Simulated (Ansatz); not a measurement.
# SiAsH (quintet): from Hartree-Fock to the top rungs, cc-pVTZ

Aim: climb from Hartree-Fock through coupled cluster and multireference methods for SiAsH (quintet) at one geometry and basis, and see what each rung misses.

Computed with Ansatz 0.2.0, Gaussian basis. Level: cc-pVTZ, core rule «outside noble gas», up to 19 orbitals frozen.

The runs, in order: UHF; CCSD(T) on ROHF; CCSD(T) on UHF; BCCD(T) on ROHF; CCSDT(Q) on ROHF; CCSDT(Q) on UHF; CASSCF and MRCISD+Q, 10 electrons in 9 orbitals; CASSCF and NEVPT2, 10 electrons in 9 orbitals.

6 further runs of the same task are left out: 6 set aside as unsound or not needed. Runs told in other sessions of the task aren't counted.

## 1. The system

The geometry is a PBE0/def2-TZVP stationary point (not a proven minimum) of the parent state, kept for this charge and spin. No spin-orbit coupling is included. The filled d shell of As may be among the frozen orbitals whatever the setting's name suggests.

3 atoms, charge 0, spin multiplicity 5.

Atoms are counted from 1 here; the program's logs count them from 0.

Bond lengths: Si1–As2 2.196 Å, Si1–H3 1.512 Å. Angles: As2–Si1–H3 116.7°.

## 2. UHF

in.yaml

```yaml
crystal:
  periodic: [false, false, false]
  atoms:
    - {symbol: Si, position_ang: [0.000000, -0.104364, 1.571806]}
    - {symbol: As, position_ang: [0.000000, 0.022917, -0.620554]}
    - {symbol: H, position_ang: [0.000000, 1.204585, 2.329445]}
basis:
  gaussian: {orbitals: cc-pVTZ}
magnetization: {spin_polarized: true, initial_magnetization: 4}
hamiltonian: {xc: hf}
output: {orbitals: {seedname: orbitals}}
```

Launch:

```bash
> ansatz run in.yaml --threads 1 --pin off --events-out ev --progress --plain --max-ram 4096MiB --backend cpu
```

After this run come: CCSD(T) on ROHF; CCSD(T) on UHF; BCCD(T) on ROHF; CCSDT(Q) on ROHF; CCSDT(Q) on UHF; CASSCF and MRCISD+Q, 10 electrons in 9 orbitals; CASSCF and NEVPT2, 10 electrons in 9 orbitals.

Q: Predict the results of all the runs planned. Wanted: UCCSDT(Q) from the RHF energy; RMP2 from UCCSDT(Q); UMP2 from UCCSDT(Q); RCCSD from UCCSDT(Q); RCCSD(T) from UCCSDT(Q); UCCSD(T) from UCCSDT(Q); RCCSDT(Q) from UCCSDT(Q); NEVPT2 valence from UCCSDT(Q); MRCISD+Q valence from UCCSDT(Q).

As calculated:

| quantity | value |
| --- | --- |
| UCCSDT(Q) from the ROHF energy | -5.7918 eV |
| RMP2 from UCCSDT(Q) | +26.28 kcal/mol |
| UMP2 from UCCSDT(Q) | +27.04 kcal/mol |
| RCCSD from UCCSDT(Q) | +6.68 kcal/mol |
| RCCSD(T) from UCCSDT(Q) | +1.42 kcal/mol |
| UCCSD(T) from UCCSDT(Q) | +1.17 kcal/mol |
| RCCSDT(Q) from UCCSDT(Q) | +0.29 kcal/mol |
| NEVPT2 valence from UCCSDT(Q) | +29.15 kcal/mol |
| MRCISD+Q valence from UCCSDT(Q) | +2.71 kcal/mol |
| levels within 1 kcal/mol (43 meV) | RCCSDT, UCCSDT, RCCSDT(Q) |
| T1 diagnostic | 0.026 |
| effectively unpaired electrons | 4.01 |

**Reading.** RCCSD(T) misses by +1.42 kcal/mol, 1.1 % of the correlation energy. One determinant dominates. Of the multireference levels listed MRCISD+Q valence comes nearest in total energy (+2.71 kcal/mol), which doesn't show that its space is the better one. These misses are within one basis, not against nature; the frozen cores of restricted and unrestricted runs differ, which can shift their rows.
